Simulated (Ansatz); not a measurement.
# The Zn atom: HSE06 and PBE0 beside PBE

Aim: see what exact exchange does to the levels and moments, and what it costs. PBE is run first for comparison.

Program: Ansatz 0.2.0. Level of theory: DFT, plane waves (420 eV) with PBE-made PAW files, scalar-relativistic; functionals as named at each step. These are calculated values, not measurements.

### Step 1. Starting point

A box of 14.0 × 14.4 × 14.8 Å, with unequal sides, keeps the periodic images far apart.

As a file:

```
CELL_PARAMETERS angstrom
14.00000 0.00000 0.00000
0.00000 14.40000 0.00000
0.00000 0.00000 14.80000
ATOMIC_POSITIONS crystal
Zn 0.50000 0.50000 0.50000
```

### Step 2. PBE

The run with PBE.

input.yaml reads:

```yaml
crystal:
  lattice:
    - [14.0, 0.0, 0.0]
    - [0.0, 14.4, 0.0]
    - [0.0, 0.0, 14.8]
  atoms:
    - { symbol: Zn, position: [0.5, 0.5, 0.5], spin: 0.01 }
  symmetry: { detect: false, time_reversal: true }
hamiltonian:
  xc: pbe
  pseudopotentials:
    kind: paw
    azcp:
      Zn: "pseudopotentials/Zn.paw.azcp"
basis:
  ecutwfc: 420
  fft_grid_basis: typed
kpoints:
  mp_grid: { grid: [1, 1, 1], shift: [0, 0, 0] }
magnetization:
  spin_polarized: true
scf:
  occupations: { method: fermi_dirac, width: 0.01 }
output:
  write_density: true
  write_potential: true
  elf: true
  volumetric_format: npy
```

On the command line:

```bash
ansatz run input.yaml --threads 4 --pin off --max-ram 8192MiB --backend cpu --events-out ev --progress --plain --runs-dir out
```

### Step 3. HSE06 single point

The run with HSE06.

Edit input.yaml of step 2 so:

```diff
@@ -9,3 +9,3 @@
 hamiltonian:
-  xc: pbe
+  xc: hse06
   pseudopotentials:
```

### Step 4. PBE0 single point

The run with PBE0.

Edit input.yaml of step 3 so:

```diff
@@ -9,3 +9,3 @@
 hamiltonian:
-  xc: hse06
+  xc: pbe0
   pseudopotentials:
@@ -23,6 +23 @@
   occupations: { method: fermi_dirac, width: 0.01 }
-output:
-  write_density: true
-  write_potential: true
-  elf: true
-  volumetric_format: npy
```

(Steps that only read results are left out.)

What does the calculation give? Wanted: PBE: gap; PBE: magnetic state; HSE06: gap; HSE06: magnetic state; PBE0: gap; PBE0: magnetic state; HSE06: above the element's usual form.

**Answer**, as computed:

| quantity | value |
| --- | --- |
| PBE: gap | 4.86 eV |
| PBE: magnetic state | total moment 0.00 μB |
| HSE06: gap | 5.43 eV |
| HSE06: magnetic state | total moment 0.00 μB |
| HSE06: SCF cycles, exchange loops | 19, 3 |
| HSE06: CPU time over that of PBE | 1.5 |
| PBE0: gap | 6.16 eV |
| PBE0: magnetic state | total moment 0.00 μB |
| PBE0: SCF cycles, exchange loops | 22, 4 |
| PBE0: CPU time over that of PBE | 1.6 |
| HSE06: above the element's usual form (hcp) | 1.18 eV/atom |

What this shows: The gap goes from 4.86 eV under PBE to 5.43 eV under HSE06. The hybrid took 1.5 times as much CPU time as PBE on the same settings. PBE0 gives a gap of 6.16 eV. HSE06 needed 3 outer loops of the exchange operator. The atom lies 1.18 eV above the element's usual form under HSE06 (from a run of its own). The total energies in the logs cannot be compared from one functional to another.
